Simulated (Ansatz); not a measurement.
**MnPt2: equation of state with PBE**

MnPt2:

```
Pt Mn
1.0
     2.85840    0.00000    0.00000
    -1.42920    2.47545    0.00000
     0.00000    0.00000    6.53250
Pt Mn
2 1
Direct
  0.66667 0.33333 0.31621
  0.33333 0.66667 0.68379
  0.00000 0.00000 0.00000
```

The cell comes from a database or a generator and needn't be the stable form of this composition.

- Program: Ansatz 0.2.0
- Task: equation of state
- Functional: PBE
- Potentials or basis: all-electron LAPW, scalar-relativistic
- Basis error allowed: 0.001 eV/atom
- k mesh: 11 × 11 × 4
- Occupations: fermi-dirac, width 0.05 eV
- Spin: collinear spin, ferromagnetic start
- Starting moments: [0.0, 0.0, 4.0] μB

```yaml
Equilibrium_volume: 15.37 Å³/atom
Bulk_modulus_at_fixed_shape_and_positions: 177 GPa
Pressure_derivative_of_the_bulk_modulus: "3.6 (rough: it moves with the points fitted)"
```

Energy against volume, from the lowest point:
| volume (Å³/atom) | energy (meV/atom) |
| --- | --- |
| 14.483 | 30.71 |
| 14.791 | 12.64 |
| 15.099 | 2.60 |
| 15.408 | 0.00 |
| 15.716 | 4.23 |
| 16.024 | 14.63 |
| 16.332 | 30.57 |

All runs of the series together: 8.9 min on 4 threads of AMD EPYC 7R43 64-Core Processor (Zen 3), with other jobs on the host.

Caveat: the cell was scaled at fixed shape and fractional positions, which overstates the stiffness of a crystal with free parameters, most of all of layers and chains. Spin-orbit coupling is left out, which matters for the levels of Pt.
